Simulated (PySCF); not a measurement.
# [WO3(OH)]−: forces at shaken geometries

How stiff is [WO3(OH)]−? Its atoms are displaced at random by several amounts. It is a constructed species; whether it can be made isn't addressed.

The runs use PySCF 2.14.0; B3LYP, W def2-SVP with ECP60, O def2-SVP, H def2-SVP; scalar-relativistic core potentials, no spin–orbit coupling.

2 further runs of the same task are left out: 2 for a known fault of the program. Runs told in other sessions of the task aren't counted.

### Step 1. The system as given

6 atoms, charge -1, spin multiplicity 1.

Bond lengths: W1–O2 1.759 Å, W1–O3 1.759 Å, W1–O4 1.758 Å, W1–O5 1.961 Å, O5–H6 0.966 Å. Angles: O2–W1–O3 108.9°, O2–W1–O4 110.7°, O2–W1–O5 109.0°, O3–W1–O4 110.7°, O3–W1–O5 109.0°, O4–W1–O5 108.5°, W1–O5–H6 115.9°.

Coordinates:

```xyz
6

W     0.01208   -0.01208   -0.05250
O     0.94539    1.07854    0.96425
O    -1.07854   -0.94539    0.96425
O     1.07559   -1.07559   -0.96202
O    -1.04434    1.04434   -1.32214
H    -1.66924    1.66924   -0.93262
```

Formal oxidation states: W +6. An earlier session relaxed this geometry at B3LYP, W def2-SVP with ECP60, O def2-SVP, H def2-SVP (singlet, point group Cs).

Its energy there is -368.642443 Eh.

### Step 2. Atoms moved at random, σ = 0.15 Å

run.py (the lines that set the calculation)

```python
mol = gto.M(atom='''
W      0.02065     0.03985     0.01570
O      1.00060     1.16439     0.69851
O     -0.84187    -0.97522     0.75033
O      1.11766    -0.93417    -0.97289
O     -1.15062     0.87151    -0.99384
H     -1.90548     1.59270    -0.83858''',
    basis={'W': 'def2-SVP', 'O': 'def2-SVP', 'H': 'def2-SVP'},
    ecp={'W': 'def2-SVP'},
    charge=-1, spin=0)
mf = dft.RKS(mol, xc='B3LYP')
mf.grids.atom_grid = (50, 194)
mf = mf.density_fit()  # fitting sets: W def2-universal-JKFIT, O def2-universal-JKFIT, H def2-universal-JKFIT
mf.conv_tol = 1e-08; mf.max_cycle = 55
mf.kernel(dm0)  # dm0: the density of the relaxed state
```

The run is started by

```console
$ OMP_NUM_THREADS=2 python run.py
```

The log of the run:

```text
init E= -368.63543330536
  HOMO = -0.0833761309600087  LUMO = 0.117433718729565  gap/eV = 5.46431
cycle= 1 E= -368.473453147241  delta_E= 0.162  |g|= 0.254  |ddm|= 1.16
  HOMO = -0.00794282423522219  LUMO = 0.145613480092866  gap/eV = 4.17848
cycle= 2 E= -368.445914369005  delta_E= 0.0275  |g|= 0.466  |ddm|= 0.659
  HOMO = -0.0436386619992431  LUMO = 0.140282288263705  gap/eV = 5.00474
cycle= 3 E= -368.48484308265  delta_E= -0.0389  |g|= 0.124  |ddm|= 0.414
  HOMO = -0.047422385231635  LUMO = 0.136159634596833  gap/eV = 4.99552
cycle= 4 E= -368.487671376229  delta_E= -0.00283  |g|= 0.0317  |ddm|= 0.119
  HOMO = -0.0487071142527758  LUMO = 0.13705045498876  gap/eV = 5.05472
cycle= 5 E= -368.487827106026  delta_E= -0.000156  |g|= 0.0152  |ddm|= 0.0298
  HOMO = -0.0471164898713929  LUMO = 0.136735317484554  gap/eV = 5.00286
cycle= 6 E= -368.487866038843  delta_E= -3.89e-05  |g|= 0.00509  |ddm|= 0.0134
  HOMO = -0.0476288531783126  LUMO = 0.136778284917455  gap/eV = 5.01797
cycle= 7 E= -368.487868605273  delta_E= -2.57e-06  |g|= 0.00359  |ddm|= 0.0061
  HOMO = -0.0475107547605193  LUMO = 0.136803202003829  gap/eV = 5.01544
cycle= 8 E= -368.487871135014  delta_E= -2.53e-06  |g|= 0.000803  |ddm|= 0.003
  HOMO = -0.0475460201301187  LUMO = 0.136807227652696  gap/eV = 5.01651
cycle= 9 E= -368.487871243665  delta_E= -1.09e-07  |g|= 0.000243  |ddm|= 0.000714
  HOMO = -0.0475305151979726  LUMO = 0.136801928625218  gap/eV = 5.01594
cycle= 10 E= -368.487871255537  delta_E= -1.19e-08  |g|= 2.75e-05  |ddm|= 0.000221
  HOMO = -0.047532519400865  LUMO = 0.136800696157607  gap/eV = 5.01596
cycle= 11 E= -368.487871255735  delta_E= -1.97e-10  |g|= 5.64e-06  |ddm|= 3.95e-05
  HOMO = -0.047533831187162  LUMO = 0.136801407024841  gap/eV = 5.01602
Extra cycle  E= -368.487871255691  delta_E= 4.43e-11  |g|= 1.48e-05  |ddm|= 1.63e-05
converged SCF energy = -368.487871255691
```

Wall time 2.5 s (2 threads of Arm Neoverse V2, shared host).

It gives: E = -368.487871 Eh (+4.206 eV from the relaxed state), HOMO -1.29 eV, LUMO 3.72 eV, Mulliken charge on W1 +0.72 e, largest force component 14.351 eV/Å. 

```tsv
atom	Fx	Fy	Fz (eV/Å)
W1	11.880	4.311	-13.830
O2	5.207	6.639	6.270
O3	-12.222	-14.351	13.143
O4	0.319	-0.538	-0.812
O5	-7.931	6.517	-4.219
H6	2.748	-2.578	-0.551
```

### Step 3. Atoms moved at random, σ = 0.03 Å

run.py (the lines that set the calculation)

```python
mol = gto.M(atom='''
W      0.02607    -0.03426    -0.07058
O      0.90537     1.12336     1.00741
O     -1.04507    -0.93976     0.96034
O      1.08519    -1.11372    -0.97237
O     -1.04496     1.04484    -1.37328
H     -1.68566     1.67860    -0.89229''',
    basis={'W': 'def2-SVP', 'O': 'def2-SVP', 'H': 'def2-SVP'},
    ecp={'W': 'def2-SVP'},
    charge=-1, spin=0)
mf = dft.RKS(mol, xc='B3LYP')
mf.grids.atom_grid = (50, 194)
mf = mf.density_fit()  # fitting sets: W def2-universal-JKFIT, O def2-universal-JKFIT, H def2-universal-JKFIT
mf.conv_tol = 1e-08; mf.max_cycle = 55
mf.kernel(dm0)  # dm0: the density of the relaxed state
```

The run is started by

```console
$ OMP_NUM_THREADS=2 python run.py
```

The log of the run:

```text
init E= -368.592295151418
  HOMO = -0.105063136773562  LUMO = 0.121035346997449  gap/eV = 6.15245
cycle= 1 E= -368.632046869847  delta_E= -0.0398  |g|= 0.139  |ddm|= 0.257
  HOMO = -0.0733422501436522  LUMO = 0.145582789016614  gap/eV = 5.95725
cycle= 2 E= -368.601024407287  delta_E= 0.031  |g|= 0.414  |ddm|= 0.401
  HOMO = -0.0893281256800112  LUMO = 0.141758054776264  gap/eV = 6.28818
cycle= 3 E= -368.636085346754  delta_E= -0.0351  |g|= 0.0417  |ddm|= 0.292
  HOMO = -0.0870497632471091  LUMO = 0.139776299824912  gap/eV = 6.17225
cycle= 4 E= -368.63628523721  delta_E= -0.0002  |g|= 0.0284  |ddm|= 0.0468
  HOMO = -0.0889794890458304  LUMO = 0.139781740122447  gap/eV = 6.22491
cycle= 5 E= -368.636434353788  delta_E= -0.000149  |g|= 0.00772  |ddm|= 0.0219
  HOMO = -0.0888287081464323  LUMO = 0.139753985034169  gap/eV = 6.22005
cycle= 6 E= -368.636444772741  delta_E= -1.04e-05  |g|= 0.0026  |ddm|= 0.00681
  HOMO = -0.0887802741963012  LUMO = 0.139723782428866  gap/eV = 6.21791
cycle= 7 E= -368.636446082573  delta_E= -1.31e-06  |g|= 0.000678  |ddm|= 0.00218
  HOMO = -0.0888178270903459  LUMO = 0.139730165531723  gap/eV = 6.21911
cycle= 8 E= -368.636446107788  delta_E= -2.52e-08  |g|= 0.000577  |ddm|= 0.000807
  HOMO = -0.0888317755392293  LUMO = 0.139724044405418  gap/eV = 6.21932
cycle= 9 E= -368.636446176019  delta_E= -6.82e-08  |g|= 6.45e-05  |ddm|= 0.000444
  HOMO = -0.0888232536764881  LUMO = 0.139726934925906  gap/eV = 6.21917
cycle= 10 E= -368.636446177004  delta_E= -9.85e-10  |g|= 1.64e-05  |ddm|= 7.72e-05
  HOMO = -0.0888251645540084  LUMO = 0.139725490903417  gap/eV = 6.21918
Extra cycle  E= -368.636446176869  delta_E= 1.35e-10  |g|= 2.96e-05  |ddm|= 4.12e-05
converged SCF energy = -368.636446176869
```

Wall time 2.4 s (2 threads of Arm Neoverse V2, shared host).

Read off: E = -368.636446 Eh (+0.163 eV from the relaxed state), HOMO -2.42 eV, LUMO 3.80 eV, Mulliken charge on W1 +0.85 e, largest force component 2.183 eV/Å. 

```tsv
atom	Fx	Fy	Fz (eV/Å)
W1	0.774	2.183	0.526
O2	-0.746	-1.363	-1.378
O3	-0.426	-0.443	0.165
O4	-0.018	0.150	0.189
O5	-1.049	0.903	1.583
H6	1.465	-1.431	-1.085
```

### Step 4. Atoms moved at random, σ = 0.1 Å

run.py (the lines that set the calculation)

```python
mol = gto.M(atom='''
W      0.08481    -0.11145    -0.04587
O      1.03282     1.18017     0.81309
O     -1.22237    -0.87227     0.93901
O      1.08160    -1.14518    -0.87651
O     -0.99557     1.03722    -1.24951
H     -1.74035     1.67057    -0.92098''',
    basis={'W': 'def2-SVP', 'O': 'def2-SVP', 'H': 'def2-SVP'},
    ecp={'W': 'def2-SVP'},
    charge=-1, spin=0)
mf = dft.RKS(mol, xc='B3LYP')
mf.grids.atom_grid = (50, 194)
mf = mf.density_fit()  # fitting sets: W def2-universal-JKFIT, O def2-universal-JKFIT, H def2-universal-JKFIT
mf.conv_tol = 1e-08; mf.max_cycle = 55
mf.kernel(dm0)  # dm0: the density of the relaxed state
```

The run is started by

```console
$ OMP_NUM_THREADS=2 python run.py
```

The log of the run:

```text
init E= -368.555114594731
  HOMO = -0.130685005131193  LUMO = 0.0874813568155552  gap/eV = 5.93661
cycle= 1 E= -368.591134121735  delta_E= -0.036  |g|= 0.325  |ddm|= 0.725
  HOMO = -0.0293817193147916  LUMO = 0.132947455675119  gap/eV = 4.41720
cycle= 2 E= -368.450977320726  delta_E= 0.14  |g|= 0.898  |ddm|= 0.873
  HOMO = -0.0810117540808957  LUMO = 0.131296219034205  gap/eV = 5.77719
cycle= 3 E= -368.610380305096  delta_E= -0.159  |g|= 0.135  |ddm|= 0.646
  HOMO = -0.0799545353016841  LUMO = 0.123446504475019  gap/eV = 5.53482
cycle= 4 E= -368.613033942641  delta_E= -0.00265  |g|= 0.0802  |ddm|= 0.152
  HOMO = -0.0843349209650515  LUMO = 0.123505221446884  gap/eV = 5.65562
cycle= 5 E= -368.614250196473  delta_E= -0.00122  |g|= 0.0102  |ddm|= 0.054
  HOMO = -0.0836623263251978  LUMO = 0.124185951915472  gap/eV = 5.65584
cycle= 6 E= -368.614268245807  delta_E= -1.8e-05  |g|= 0.00515  |ddm|= 0.0111
  HOMO = -0.0838682890598483  LUMO = 0.12412813477577  gap/eV = 5.65987
cycle= 7 E= -368.614271061394  delta_E= -2.82e-06  |g|= 0.00353  |ddm|= 0.00582
  HOMO = -0.0838977362027866  LUMO = 0.124043510639559  gap/eV = 5.65837
cycle= 8 E= -368.614273568236  delta_E= -2.51e-06  |g|= 0.000995  |ddm|= 0.00304
  HOMO = -0.0839233698502094  LUMO = 0.124043767236284  gap/eV = 5.65907
cycle= 9 E= -368.614273748345  delta_E= -1.8e-07  |g|= 0.000367  |ddm|= 0.000933
  HOMO = -0.083894597436471  LUMO = 0.124059611280085  gap/eV = 5.65872
cycle= 10 E= -368.614273779154  delta_E= -3.08e-08  |g|= 5.36e-05  |ddm|= 0.000362
  HOMO = -0.0838984924791445  LUMO = 0.124056493886229  gap/eV = 5.65874
cycle= 11 E= -368.614273780032  delta_E= -8.78e-10  |g|= 8.41e-06  |ddm|= 8.03e-05
  HOMO = -0.083899534262129  LUMO = 0.124057132512014  gap/eV = 5.65879
Extra cycle  E= -368.614273779974  delta_E= 5.8e-11  |g|= 2.03e-05  |ddm|= 2.18e-05
converged SCF energy = -368.614273779974
```

It took 2.5 s on 2 threads of Arm Neoverse V2, shared host.

It gives: E = -368.614274 Eh (+0.767 eV from the relaxed state), HOMO -2.28 eV, LUMO 3.38 eV, Mulliken charge on W1 +0.84 e, largest force component 6.845 eV/Å. 

```tsv
atom	Fx	Fy	Fz (eV/Å)
W1	-5.015	6.845	4.042
O2	-0.793	-2.041	-0.495
O3	1.633	0.072	-0.442
O4	3.371	-3.917	-2.884
O5	-1.402	0.987	0.314
H6	2.206	-1.947	-0.534
```

### Step 5. The displacements side by side

| σ (Å) | energy rise (eV) | harmonic estimate −½ F·u (eV) | largest force component (eV/Å) |
| --- | --- | --- | --- |
| 0.15 | 4.206 | 4.464 | 14.35 |
| 0.03 | 0.163 | 0.162 | 2.18 |
| 0.1 | 0.767 | 0.805 | 6.85 |

Every displacement raises the energy. For a harmonic well the rise equals −½ F·u; the two differ by at most 6 % here (a move with σ = 0.15 Å), from anharmonicity, the grid and the small forces left at the relaxed point. The largest moves cost over 1 eV, far outside the harmonic range, so agreement there can come from errors that cancel between squeezed and stretched bonds. The bases are small and lack diffuse functions. Spin–orbit coupling is left out.
